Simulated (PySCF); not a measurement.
# Cl3FSi (trichlorofluorosilane): the cost of one run

Programs: PySCF 2.14.0, with density-fitted response routines of our own. Each step states its level of theory. These are calculated values for one molecule in the gas phase, unless marked as measured. Atoms count from 0, in the outputs and in this text.

## 1. The molecule as given

5 atoms, charge 0, multiplicity 1; geometry from: PBE0-D3(BJ)/def2-SVP.

Bonds of the start (Å): F0–Si1 1.60, Si1–Cl2 2.03, Si1–Cl3 2.03, Si1–Cl4 2.03.

## 2. Ultraviolet spectrum: wB97X-D/def2-SVPD

Job settings and geometry (Å):

```
{"job": {"kind": "uv", "xc": "wB97X-D", "basis": "def2-SVPD", "ip": true}, "charge": 0, "multiplicity": 1}
F      0.070725    -0.009080     1.567582
Si     0.098119    -0.019736    -0.034246
Cl     1.922657    -0.663905    -0.633497
Cl    -0.244009     1.866541    -0.692597
Cl    -1.347050    -1.279956    -0.688117
```

Method: TDDFT wB97X-D/def2-SVPD, vertical, gas phase, core orbitals frozen in the response.

On the command line:

```
$ OMP_NUM_THREADS=1 python probes_run.py task.json out
```

This one command runs all jobs of the session in turn.

Q: Estimate the wall time and peak memory of this first job on 1 thread of Arm Neoverse V1, shared host.

About 71 s, with a peak of 0.57 GiB.
